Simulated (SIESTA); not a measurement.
The system is Ti2P.

```
Ti P
1.0
     6.60497    0.00000    0.00000
    -3.30248    5.72007    0.00000
     0.00000    0.00000    3.50638
Ti P
6 3
Direct
  0.00000 0.59164 0.00000
  0.40836 0.40836 0.00000
  0.59164 0.00000 0.00000
  0.74603 0.74603 0.50000
  0.25397 0.00000 0.50000
  0.00000 0.25397 0.50000
  0.33333 0.66667 0.50000
  0.66667 0.33333 0.50000
  0.00000 0.00000 0.00000
```

The cell comes from a database or a generator and needn't be the stable form of this composition.

- Program: SIESTA 5.4.2
- Task: single point
- Functional: PBEsol
- Potentials or basis: PseudoDojo 0.4 standard (PBEsol files)
- Basis: DZP (energy shift 0.003 Ry; two zetas on semicore shells)
- Grid cutoff: 800 Ry
- Energy shift: 0.003 Ry
- k mesh: 5 × 5 × 8
- Occupations: fermi-dirac, width 0.05 eV
- Spin: no spin polarisation

On this cell: pressure -3.3 GPa; largest force 0.042 eV/Å; band gap on the k mesh none (metal or under the smearing width).

The same run follows on a disturbed copy (atoms moved at random, drawn with an rms of 0.05 Å):

```
Ti P
1.0
     6.60497    0.00000    0.00000
    -3.30248    5.72007    0.00000
     0.00000    0.00000    3.50638
Ti P
6 3
Direct
  0.99741 0.58681 0.00582
  0.41109 0.40885 0.99692
  0.59378 0.00836 0.99213
  0.75209 0.74089 0.49578
  0.24927 0.00154 0.49108
  0.00517 0.26441 0.49951
  0.33287 0.66060 0.49904
  0.66410 0.33556 0.49622
  0.99715 0.99738 0.99315
```

Task: What does the disturbed cell give?

Result: The energy (extrapolated to zero smearing) moves by +12.5 meV/atom; pressure -3.0 GPa; largest force 1.038 eV/Å; band gap on the k mesh none (metal or under the smearing width).

Forces in eV/Å, atoms in the order of the input:
```
Ti  -0.045  0.209 -0.266
Ti  -0.193 -0.041 -0.008
Ti   0.191 -0.326  0.117
Ti  -0.659  0.515 -0.033
Ti   0.571 -0.272  0.179
Ti  -0.026 -1.028 -0.141
P    0.182  0.979 -0.034
P    0.289 -0.479  0.030
P   -0.308  0.441  0.156
```

Stress tensor (GPa, compression positive):
```
-3.20  0.64  0.39
 0.64 -1.93 -0.27
 0.39 -0.27 -3.86
```

Caveats: the basis of atomic orbitals isn't converged, which shifts pressures, moduli and gaps.
